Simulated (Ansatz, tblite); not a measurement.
# C18H8N6S6: rung by rung

The task here is to estimate one member of a computed series from the others.

The runs use Ansatz 0.2.0, Gaussian basis; as each input shows.

The runs, in order: GFN1-xTB, GFN2-xTB, PBE-D4/def2-TZVP, r2SCAN-D4/def2-TZVP, PBE-D4/def2-SVP, PBE0-D4/def2-SVP.

1 further run of the same task is left out (set aside as unsound or not needed).

### The structure

The singlet was relaxed beforehand with r2SCAN-D4/def2-SVP.

38 atoms, charge 0, spin multiplicity 1.

Bond lengths: C1–C2 1.377 Å, C1–N30 1.359 Å, C1–H31 1.093 Å, C2–S3 1.722 Å, C2–H32 1.090 Å, S3–C4 1.761 Å, C4–C5 1.441 Å, C4–N30 1.314 Å, C5–C6 1.391 Å, C5–S29 1.737 Å, C6–N7 1.349 Å, C6–H33 1.092 Å, N7–C8 1.317 Å, C8–C9 1.437 Å, C8–S29 1.762 Å, C9–C10 1.393 Å, C9–S28 1.737 Å, C10–N11 1.347 Å and more. Angles: C2–C1–N30 116.1°, C2–C1–H31 124.2°, N30–C1–H31 119.6°, C1–C2–S3 109.7°, C1–C2–H32 128.9°, S3–C2–H32 121.4°, C2–S3–C4 89.0°, S3–C4–C5 122.6°, S3–C4–N30 113.9°, C5–C4–N30 123.5°, C4–C5–C6 126.5°, C4–C5–S29 124.4°, C6–C5–S29 109.1°, C5–C6–N7 116.4°, C5–C6–H33 122.5°, N7–C6–H33 121.2°, C6–N7–C8 111.6°, N7–C8–C9 123.4° and more.

PBE0-D4/def2-TZVP was run before; its log isn't repeated, and its numbers join the tables.

The first run:

Tight binding, by tblite at 300 K electronic temperature and without a spin-polarisation term:

```python
tblite.interface.Calculator('GFN1-xTB', numbers, positions, charge=0, uhf=0).singlepoint()
```

Tight binding, by tblite at 300 K electronic temperature and without a spin-polarisation term:

```python
tblite.interface.Calculator('GFN2-xTB', numbers, positions, charge=0, uhf=0).singlepoint()
```

start.molden holds the orbitals of an earlier run on this state, given as this run's starting guess.

in.yaml

```yaml
crystal:
  periodic: [false, false, false]
  atoms:
    - {symbol: C, position_ang: [9.574113, -2.858563, 0.431928]}
    - {symbol: C, position_ang: [8.888508, -4.043372, 0.279741]}
    - {symbol: S, position_ang: [7.198005, -3.729465, 0.186813]}
    - {symbol: C, position_ang: [7.539115, -2.011076, 0.361095]}
    - {symbol: C, position_ang: [6.501095, -1.011267, 0.374942]}
    - {symbol: C, position_ang: [6.676285, 0.362123, 0.508341]}
    - {symbol: N, position_ang: [5.556172, 1.112888, 0.494726]}
    - {symbol: C, position_ang: [4.476621, 0.371272, 0.352564]}
    - {symbol: C, position_ang: [3.146387, 0.912449, 0.305569]}
    - {symbol: C, position_ang: [2.801740, 2.259137, 0.399475]}
    - {symbol: N, position_ang: [1.487854, 2.545814, 0.331405]}
    - {symbol: C, position_ang: [0.758788, 1.457609, 0.183950]}
    - {symbol: C, position_ang: [-0.674199, 1.473415, 0.083388]}
    - {symbol: C, position_ang: [-1.490567, 2.600288, 0.124737]}
    - {symbol: N, position_ang: [-2.815970, 2.379905, 0.010720]}
    - {symbol: C, position_ang: [-3.088392, 1.097678, -0.122008]}
    - {symbol: C, position_ang: [-4.411641, 0.562801, -0.264126]}
    - {symbol: C, position_ang: [-4.842002, -0.752211, -0.410813]}
    - {symbol: N, position_ang: [-6.172844, -0.938960, -0.523127]}
    - {symbol: C, position_ang: [-6.821761, 0.208344, -0.468999]}
    - {symbol: C, position_ang: [-8.257303, 0.303312, -0.564554]}
    - {symbol: C, position_ang: [-9.148926, -0.749980, -0.720452]}
    - {symbol: N, position_ang: [-10.461952, -0.410109, -0.786593]}
    - {symbol: C, position_ang: [-10.617380, 0.880647, -0.686291]}
    - {symbol: S, position_ang: [-9.145395, 1.793687, -0.500215]}
    - {symbol: S, position_ang: [-5.794588, 1.617554, -0.270890]}
    - {symbol: S, position_ang: [-1.663664, 0.057246, -0.112263]}
    - {symbol: S, position_ang: [1.699987, -0.031880, 0.119795]}
    - {symbol: S, position_ang: [4.805551, -1.355044, 0.224055]}
    - {symbol: N, position_ang: [8.817512, -1.730576, 0.476499]}
    - {symbol: H, position_ang: [10.661490, -2.783376, 0.515868]}
    - {symbol: H, position_ang: [9.281769, -5.057769, 0.219177]}
    - {symbol: H, position_ang: [7.661744, 0.819601, 0.618830]}
    - {symbol: H, position_ang: [3.547608, 3.047401, 0.521882]}
    - {symbol: H, position_ang: [-1.093476, 3.610688, 0.242255]}
    - {symbol: H, position_ang: [-4.167312, -1.612872, -0.438040]}
    - {symbol: H, position_ang: [-8.831154, -1.792152, -0.787417]}
    - {symbol: H, position_ang: [-11.581781, 1.394818, -0.711977]}
basis:
  gaussian: {orbitals: def2-TZVP, fitting: {mean_field: def2-universal-jkfit}, initial_orbitals: start.molden}
hamiltonian: {xc: pbe, dispersion: d4}
scf: {omitted_lower_state_checks: [starts]}
output: {orbitals: {seedname: orbitals}}
```

Run with:

```sh
> ansatz run in.yaml --threads 2 --pin off --events-out ev --progress --plain --max-ram 32768MiB --backend cuda --devices 0, --max-vram 18GiB
```

Among the steps run: PBE-D4/def2-TZVP; r2SCAN-D4/def2-TZVP; PBE-D4/def2-SVP; PBE0-D4/def2-SVP.

One table of the session follows, with a row left open; its other results are not shown here.

It belongs to the step «Binding energy». 

| level | binding an atom (eV) |
| --- | --- |
| PBE-D4/def2-SVP | ? |
| PBE-D4/def2-TZVP | 5.429 |
| r2SCAN-D4/def2-TZVP | 5.156 |
| PBE0-D4/def2-SVP | 5.288 |
| PBE0-D4/def2-TZVP | 5.225 |

**Question.** Estimate the row for PBE-D4/def2-SVP.

**Answer.** binding an atom (eV): 5.500. In the column «binding an atom (eV)» it is the highest.

Caveats from the session: Free atoms were run apart at each level; binding is atoms less cluster, divided by the number of atoms, without zero-point or spin-orbit terms.
